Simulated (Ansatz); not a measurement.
AlFHO, SMILES [OH][Al][F], an atomisation energy

Computed with the Python package of Ansatz (0.2.0).

Run as a notebook:

In [1]:
```python
from collections import Counter

import ansatz as az
from ase import Atoms
```

In [2]:
```python
def energy_of(molecule, charge=0, unpaired=0):
    calc = (
        molecule.calculation()
        .basis(gaussian='aug-cc-pVDZ')
        .correlation('CCSD(T)', electrons='valence')
        .scf(lower_state_search='off')
    )
    if charge:
        calc = calc.charge(charge)
    if unpaired:
        calc = calc.spin('collinear', total=unpaired)
    return calc.run(threads=1).report['free_energy_ev']
```

In [3]:
```python
atoms = Atoms(['O', 'Al', 'F', 'H'], positions=[
    (-0.7356, 0.3342, -0.7827),
    (-0.207, -0.3931, 0.7657),
    (1.3165, -1.3007, 0.7834),
    (-0.3185, 1.2993, -0.7868),
])
alfho = az.Crystal.molecule_from_ase(atoms)
```

In [4]:
```python
# Hund ground states
unpaired = {'O': 2, 'Al': 1, 'F': 1, 'H': 1}
counts = Counter(site.symbol for site in alfho.cartesian_sites)
atom_energy = {s: energy_of(az.Crystal.molecule().atom(s, (0, 0, 0)), 0, unpaired[s]) for s in counts}
whole = energy_of(alfho, 0, 1)
for s, e in atom_energy.items():
    print(f'{s:2s} x{counts[s]}  {e:14.5f} eV')
print(f'AlFHO: {whole:.5f} eV')
split = sum(counts[s] * e for s, e in atom_energy.items()) - whole
print(f'atomisation energy (no zero-point term): {23.060548 * split:.1f} kcal/mol, {split / sum(counts.values()):.3f} eV an atom')
```
```text
O  x1     -2038.83087 eV
Al x1     -6583.05174 eV
F  x1     -2708.89535 eV
H  x1       -13.58758 eV
AlFHO: -11357.85728 eV
atomisation energy (no zero-point term): 311.1 kcal/mol, 3.373 eV an atom
```

311.1 kcal/mol from the electronic energies, without the zero-point term.

The settings weren't tested for convergence. The geometry is a force-field or estimated start, not a minimum of this method, and the basis set is short of its limit. All parts are taken at fixed geometry, without zero-point energy. The species is open-shell (spin multiplicity 2). In double-zeta sets correlated atomisation energies come out some 10 to 15 % low. For Al to Cl the sets with a tight d function, cc-pV(X+d)Z, are usual. Wall time of the script: 11 s on 1 thread of Arm Neoverse V2 (shared host), peak memory 0.52 GiB.

(Lines on the test bed's own set-up are left out of the output.)
